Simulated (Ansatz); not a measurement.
**Al3Au under changes of volume**

One of the cells (16.640 Å³/atom); the others are scaled copies at fixed shape and fractional positions:

```
Au Al
1.0
    -2.02533    2.02533    4.05660
     2.02533   -2.02533    4.05660
     2.02533    2.02533   -4.05660
Au Al
1 3
Direct
  0.00000 0.00000 0.00000
  0.50000 0.50000 0.00000
  0.25000 0.75000 0.50000
  0.75000 0.25000 0.50000
```

The cell comes from a database or a generator and needn't be the stable form of this composition.

```yaml
Program: Ansatz 0.2.0
Functional: LDA
Potentials_or_basis: Ansatz PAW
Cutoff: "420 eV (not typed: the program's choice for these potentials)"
k_mesh: 9 × 9 × 9
Occupations: fermi-dirac, width 0.05 eV
Spin: no spin polarisation
```

```tsv
volume (Å³/atom)	energy over the lowest point (meV/atom)	pressure (GPa)
15.642	0.00	1.1
15.974	0.19	-1.2
16.307	?	?
16.640	13.34	-5.0
16.973	25.32	-6.5
17.306	40.37	-7.9
17.638	58.12	-9.1
```

What does the run at 16.307 Å³/atom give?

Energy over the lowest point 4.81 meV/atom; pressure -3.2 GPa.

Worked out: A Birch-Murnaghan fit of order 3 (a polynomial in V^(-2/3)) to the other rows has its minimum at 15.79 Å³/atom with B0 = V·E''(V) = 107 GPa and B' = 4.7 at fixed shape and positions, which overstates the stiffness. It gives 4.81 meV/atom at 16.307 Å³/atom, against the run's 4.81, and -dE/dV = -3.2 GPa, against -3.2.

Energies are extrapolated to zero smearing.

Caveats: the PAW data sets come from PBE, with cores solved anew for the run's functional, which leaves a small shift of forces and pressure.
